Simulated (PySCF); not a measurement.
# B3H6N3 ((HBNH)3 ring): the cost of one run

Computed with PySCF 2.14.0, with density-fitted response routines of our own, on a single molecule in the gas phase. Atoms count from 0, in the outputs and in this text.

### Step 1. Starting geometry

12 atoms, charge 0, multiplicity 1; geometry from: GFN2-xTB.

Bonds of the start (Å): B0–H1 1.18, B0–N2 1.42, B0–N8 1.42, N2–B3 1.42, N2–H9 1.01, B3–H4 1.18, B3–N5 1.42, N5–B6 1.42, N5–H10 1.01, B6–H7 1.18, B6–N8 1.42, N8–H11 1.01.

### Step 2. Relaxing the molecule at PBE0-D3(BJ)/def2-SVP

The job: settings as JSON, then the geometry in Å.

```
{"job": {"xc": "PBE0", "basis": "def2-SVP", "d3": "d3bj", "grid": 1, "maxiter": 40, "kind": "geom"}, "charge": 0, "multiplicity": 1}
B     -0.154770     0.896750    -1.114090
H     -0.281290     1.629170    -2.024350
N     -1.168030     0.749620    -0.134560
B     -1.050150    -0.123290     0.975390
H     -1.908130    -0.224110     1.772120
N      0.150120    -0.869060     1.080090
B      1.204930    -0.773350     0.138770
H      2.189210    -1.405280     0.252080
N      1.018020     0.119640    -0.945400
H     -2.012720     1.291770    -0.231900
H      0.258490    -1.498140     1.860760
H      1.754330     0.206280    -1.628910
```

The run is started by

```sh
$ OMP_NUM_THREADS=1 python probes_run.py task.json out
```

The driver reads the jobs from task.json and runs them one after another.

**Question.** How long does this first job take on 1 thread of Intel Xeon at 2.50GHz, shared host, and how much memory does it need?

About 49 s, with a peak of 0.45 GiB.
